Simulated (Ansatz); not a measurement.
# GaI3, SMILES [I][Ga]([I])[I]: an atomisation energy

Computed with Ansatz 0.2.0, Python API.

At the Python prompt:
```pycon
>>> from collections import Counter
>>> import ansatz as az
>>> def energy_of(molecule, charge=0, unpaired=0):
...     calc = (
...         molecule.calculation()
...         .basis(gaussian="def2-TZVP")
...         .functional("pbe0")
...     )
...     if charge:
...         calc = calc.charge(charge)
...     if unpaired:
...         calc = calc.spin("collinear", total=unpaired)
...     return calc.run(threads=1).report["free_energy_ev"]
...
>>> geometry = (
...     az.Crystal.molecule()
...     .atom("I", (1.7732, -0.1569, 1.7102))
...     .atom("Ga", (-0.5509, -0.0625, -0.0523))
...     .atom("I", (-1.1735, -2.2594, -0.6267))
...     .atom("I", (0.0067, 2.4186, -1.0516))
... )
>>> unpaired = {"I": 1, "Ga": 1}
>>> counts = Counter(site.symbol for site in geometry.cartesian_sites)
>>> atom_energy = {s: energy_of(az.Crystal.molecule().atom(s, (0, 0, 0)), 0, unpaired[s]) for s in counts}
>>> whole = energy_of(geometry, 0, 0)
>>> for s, e in atom_energy.items():
...     print(f"{s:2s} x{counts[s]}  {e:14.5f} eV")
...
I  x3     -8100.64253 eV
Ga x1    -52369.73108 eV
>>> print(f"GaI3: {whole:.5f} eV")
GaI3: -76678.64031 eV
>>> split = sum(counts[s] * e for s, e in atom_energy.items()) - whole
>>> print(f"atomisation energy (no zero-point term): {96.485332 * split:.1f} kJ/mol, {split / sum(counts.values()):.3f} eV an atom")
atomisation energy (no zero-point term): 673.6 kJ/mol, 1.745 eV an atom
```

673.6 kJ/mol from the electronic energies, without the zero-point term.

What to keep in mind:
- Total energies depend on the basis set; only differences at equal settings carry meaning.
- The geometry is a force-field or estimated start, not a minimum of this method, and the basis set is short of its limit. All parts are taken at fixed geometry, without zero-point energy.
- def2 sets replace the cores of elements past krypton by effective core potentials.
- The spin-orbit lowering of heavy atoms is left out.
- It ran for 16 s on 1 thread of Arm Neoverse V1 (shared host), peak memory 0.64 GiB.
